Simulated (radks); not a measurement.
# Ionisation of Bi³⁺: one atom, several choices of exchange strength α

One table from this session's results is given with a row withheld; the runs are named, their logs left out.

Method: scalar-relativistic Kohn-Sham, spin-unpolarised, spherical densities, finite nucleus. Code: radks (a radial shooting solver on a logarithmic mesh, Libxc functionals) version 1.

### The system

* element: bismuth (Z = 83)
* charge: +3
* electrons: 80
* configuration: [Hg]
* ion: Bi⁴⁺, [Xe] 4f14 5d10 6s1
* choices: α = 0.557; α = 0.667; α = 0.718; α = 0.746; α = 0.87

The outer shells:

Bi³⁺
```
[Xe] core
4f [↑↓][↑↓][↑↓][↑↓][↑↓][↑↓][↑↓]
5d [↑↓][↑↓][↑↓][↑↓][↑↓]
6s [↑↓]
```

Bi⁴⁺
```
[Xe] core
4f [↑↓][↑↓][↑↓][↑↓][↑↓][↑↓][↑↓]
5d [↑↓][↑↓][↑↓][↑↓][↑↓]
6s [↑ ]
```

The first run:

Input:

```text
Z 83
configuration [Hg]
relativity scalar-relativistic
functional xalpha 0.557
spin unpolarised
nucleus finite rms 5.5211 fm
c 137.035999084
```

Among the steps run: α = 0.557: Bi³⁺.

One table of the session follows, with a row left open; its other results are not shown here.

It belongs to the step «α = 0.557: Bi³⁺». Radial moments (bohr):

```
level     <r>  outermost maximum (interpolated)  90 % within  nodes
   4s  0.3783                             0.357        0.542      3
   4p  0.4040                             0.377        0.585      2
   4d       ?                                 ?            ?      ?
   5s  0.8336                             0.772         1.19      4
   4f  0.4441                             0.343        0.704      0
   5p  0.9525                             0.863         1.37      3
   5d   1.239                              1.04         1.86      2
   6s   2.053                              1.84         2.94      5
```

**Question.** Estimate the row for 4d.

The run gave: <r>: 0.4244; outermost maximum (interpolated): 0.383; 90 % within: 0.632; nodes: 1. In the column «<r>» it lies between 4p (0.4040) and 4f (0.4441).

Limits of these values: Spin polarisation and multiplet splitting are left out, so open shells lie too high by an amount that depends on their filling.
